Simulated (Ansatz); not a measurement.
**Cd2Br in Ansatz: convergence with k mesh**

Cd2Br:

```
CELL_PARAMETERS angstrom
3.93886 0.00000 0.00000
-1.96943 3.41115 0.00000
0.00000 0.00000 6.24579
ATOMIC_POSITIONS crystal
Cd 0.00683 0.00352 0.19080
Cd 0.00341 0.99183 0.81229
Br 0.99658 0.99784 0.50201
```

The cell was built by a generator and needn't be a form met in nature.

The cell isn't the ideal one: atoms moved at random, drawn with an rms of 0.05 Å.

```yaml
Program: Ansatz 0.2.0
Task: convergence study
Functional: r2SCAN
Potentials_or_basis: Ansatz PAW
Cutoff: "500 eV (not typed: the program's choice for these potentials)"
k_mesh: 3 × 3 × 2
Occupations: fermi-dirac, width 0.05 eV
Spin: no spin polarisation
```

These are the settings of the first run; the series varies k mesh, with any setting tied to it.

Hardware: 2 threads of Arm Neoverse V1 (shared host).

Problem. The values tried are 3 × 3 × 2, 4 × 4 × 2, 5 × 5 × 3, 6 × 6 × 3, 7 × 7 × 4, 9 × 9 × 5, 11 × 11 × 6, 13 × 13 × 7, loosest first. From which on does the energy stay within 1 meV/atom of the tightest run that finished?

Solution. From 11 × 11 × 6 on.

```csv
k mesh,"energy less the tightest run, at zero smearing (meV/atom)",pressure (GPa),largest force (eV/Å),SCF cycles,CPU time (s),peak memory (GiB)
3 × 3 × 2,83.76,45.76,14.180,8,11,0.47
4 × 4 × 2,42.82,46.97,14.330,8,15,0.48
5 × 5 × 3,7.70,44.87,14.309,8,26,0.5
6 × 6 × 3,-11.73,44.60,14.246,7,31,0.52
7 × 7 × 4,1.92,45.23,14.226,7,52,0.59
9 × 9 × 5,-2.37,45.08,14.269,7,100,0.78
11 × 11 × 6,-0.13,45.02,14.260,7,190,1.1
13 × 13 × 7,0.00,45.13,14.258,7,300,1.5
```

Against the tightest run, the largest force stays within 0.005 eV/Å from 11 × 11 × 6 on. Not settled before the last step: the pressure (to 0.1 GPa). Meshes of other sizes hit other points, so gaps and Fermi surfaces needn't settle smoothly. The tightest run that finished is the yardstick and may itself not be fully converged.

Caveat, for the tightest run too: an odd number of electrons without spin polarisation forces a metal; a magnetic or distorted state may lie lower; the PAW data sets come from PBE, with cores solved anew for the run's functional, which leaves a small shift of forces and pressure.
